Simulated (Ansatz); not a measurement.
This was printed by a script on Ansatz 0.2.0, Python API, for a calculation of the elastic constants of TiN, space group Fm-3m. What did the script look like? Settings (first run): PBE, PAW, the default cutoff (420 eV here), 18×18×18 k-points, Gaussian smearing of 0.1 eV.

```
CELL_PARAMETERS angstrom
0.00000 2.11900 2.11900
2.11900 0.00000 2.11900
2.11900 2.11900 0.00000
ATOMIC_POSITIONS crystal
Ti 0.00000 0.00000 0.00000
N 0.50000 0.50000 0.50000
```

```console
$ python elastic_tin.py
DeckWarning: basis.ecutwfc = 420 eV, auto-derived from the records' recommended cutoffs: set by Ti (normal level)
relaxed volume 19.147 A^3
[[580.3 125.1 125.1   0.    0.    0. ]
 [125.1 580.3 125.1   0.    0.    0. ]
 [125.1 125.1 580.3   0.    0.    0. ]
 [  0.    0.    0.  159.8   0.    0. ]
 [  0.    0.    0.    0.  159.8   0. ]
 [  0.    0.    0.    0.    0.  159.8]]
Voigt stress of the unstrained cell (GPa, tension positive): [-0.033 -0.033 -0.033  0.     0.     0.   ]
smallest eigenvalue of C: 159.8 GPa; tensor positive definite: True
K = 276.8, G = 184.2, E = 452.3 GPa, Poisson ratio 0.228, K/G = 1.50
Young modulus along x, y, z (GPa): [535.9 535.9 535.9]
linear compressibility along x, y, z (1/TPa): [1.2 1.2 1.2]
```
(Warnings from the package without file and line.)

The script that was run (others could print the same):

The script, `elastic_tin.py`:
```python
from dataclasses import replace

import ansatz as az
import numpy as np


def main() -> None:
    system = (
        az.Lattice.of((0.0, 2.119, 2.119), (2.119, 0.0, 2.119), (2.119, 2.119, 0.0))
        .atom("Ti", (0.0, 0.0, 0.0))
        .atom("N", (0.5, 0.5, 0.5))
    )

    model = system.calculation()
    model = model.functional("pbe").occupations("Gaussian", width=100 * az.meV)
    model = model.scf(tolerance=1e-10)
    model = model.kpoints(18, 18, 18)
    rest = model.relax(cell=True).run(threads=1, backend="cpu").lattice
    relaxed = az.Crystal(lattice=az.Lattice.of(rest.cell_ang))
    for site in rest.sites:
        relaxed = relaxed.atom(site.symbol, site.position_frac)
    model = replace(model, crystal=relaxed)
    print("relaxed volume {:.3f} A^3".format(abs(np.linalg.det(rest.cell_ang))))
    done = model.elastic("relaxed_ion").run(threads=1, backend="cpu")
    elastic = done.elastic

    print(np.array2string(np.round(elastic.c_gpa, 1) + 0.0, suppress_small=True))
    print("Voigt stress of the unstrained cell (GPa, tension positive):", np.round(elastic.sigma0_gpa, 3) + 0.0)
    print("smallest eigenvalue of C:", round(elastic.stability.min_eigenvalue_gpa, 1), "GPa; tensor positive definite:", elastic.stability.min_eigenvalue_gpa > 0)
    if elastic.stability.min_eigenvalue_gpa > 0:
        m = elastic.moduli
        print(f"K = {m.k_hill_gpa:.1f}, G = {m.g_hill_gpa:.1f}, E = {m.youngs_gpa:.1f} GPa, Poisson ratio {m.poisson:.3f}, K/G = {m.k_hill_gpa / m.g_hill_gpa:.2f}")
        S = np.linalg.inv(elastic.c_gpa)
        print("Young modulus along x, y, z (GPa):", np.round(1 / np.diag(S)[:3], 1))
        print("linear compressibility along x, y, z (1/TPa):", np.round(1000 * S[:3, :3].sum(axis=1), 2))


if __name__ == "__main__":
    main()
```

Spin is left out of this run. A positive definite tensor excludes instabilities under uniform strain alone; phonons elsewhere in the zone can still be imaginary. The starting cell is as deposited in a crystallographic database; the results hold for this polymorph, which needn't be the stable one. Shear constants of a metal converge slowly with the k-point mesh and can be wrong in sign on a coarse one; the constants belong to the cell that was strained. Hardware and time: 61 s on 1 thread of Arm Neoverse V2, with other jobs on the host, peak memory 0.58 GiB.
